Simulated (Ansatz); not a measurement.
# C4H3F3: how energies converge with the basis set

The task here is to estimate one member of a computed series from the others.

Program: Ansatz 0.2.0, Gaussian basis. Level of theory: one geometry, several basis sets. These are calculated values, not measurements.

Levels to be run: PBE0-D4/def2-SVP; ωB97M-V/def2-SVP; PBE0-D4/def2-QZVPP; ωB97M-V/def2-QZVPP; the functionals' def2-TZVPP values are taken from earlier runs.

## Structure used throughout

All runs share one geometry, relaxed beforehand with PBE0-D4 in a triple-zeta def2 set.

10 atoms, charge 0, spin multiplicity 1.

Atoms are counted from 1 here; the program's logs count them from 0.

Bond lengths: F1–C2 1.311 Å, C2–C3 1.330 Å, C2–C6 1.491 Å, C3–C4 1.503 Å, C3–H8 1.080 Å, C4–F5 1.375 Å, C4–C6 1.552 Å, C4–H9 1.092 Å, C6–F7 1.370 Å, C6–H10 1.092 Å. Angles: F1–C2–C3 134.0°, F1–C2–C6 129.0°, C3–C2–C6 97.0°, C2–C3–C4 91.3°, C2–C3–H8 135.8°, C4–C3–H8 132.8°, C3–C4–F5 115.5°, C3–C4–C6 87.6°, C3–C4–H9 116.7°, F5–C4–C6 114.7°, F5–C4–H9 108.2°, C6–C4–H9 113.1°, C2–C6–C4 83.6°, C2–C6–F7 116.5°, C2–C6–H10 116.6°, C4–C6–F7 116.5°, C4–C6–H10 113.1°, F7–C6–H10 108.9°.

Set-up of the first run:

The input, in.yaml:

```yaml
crystal:
  periodic: [false, false, false]
  atoms:
    - {symbol: F, position_ang: [-0.061633, -0.935100, -2.217988]}
    - {symbol: C, position_ang: [-0.075048, -0.528680, -0.971324]}
    - {symbol: C, position_ang: [-0.284031, -1.132937, 0.194710]}
    - {symbol: C, position_ang: [0.064443, 0.120998, 0.946688]}
    - {symbol: F, position_ang: [-0.920318, 0.608910, 1.773304]}
    - {symbol: C, position_ang: [0.172183, 0.837259, -0.426126]}
    - {symbol: F, position_ang: [1.382409, 1.404669, -0.724937]}
    - {symbol: H, position_ang: [-0.585083, -2.119918, 0.512682]}
    - {symbol: H, position_ang: [1.004836, 0.115161, 1.501824]}
    - {symbol: H, position_ang: [-0.614459, 1.578338, -0.585833]}
basis:
  gaussian: {orbitals: def2-SVP}
hamiltonian: {xc: pbe0, dispersion: d4}
output: {orbitals: {seedname: orbitals}}
```

The run is started by

```
ansatz run in.yaml --threads 4 --pin off --events-out ev --progress --plain --max-ram 10444MiB
```

Among the steps run: PBE0-D4 in def2-SVP; ωB97M-V in def2-SVP; PBE0-D4 in def2-QZVPP; ωB97M-V in def2-QZVPP.

One of the session's tables, all rows but one given; the rest of the session is left out.

It belongs to the step «Density functionals: the series». 

```
functional       basis  HOMO (eV)  LUMO (eV)
   PBE0-D4    def2-SVP      -8.29      -0.35
   PBE0-D4  def2-TZVPP      -8.37      -0.52
   PBE0-D4  def2-QZVPP      -8.41      -0.61
   ωB97M-V    def2-SVP          ?          ?
   ωB97M-V  def2-TZVPP     -10.59       1.64
   ωB97M-V  def2-QZVPP     -10.64       1.44
```

Estimate the missing values for ωB97M-V, def2-SVP.

As computed: HOMO (eV): -10.50; LUMO (eV): 1.91. In the column «HOMO (eV)» it lies between ωB97M-V, def2-TZVPP (-10.59) and PBE0-D4, def2-QZVPP (-8.41).
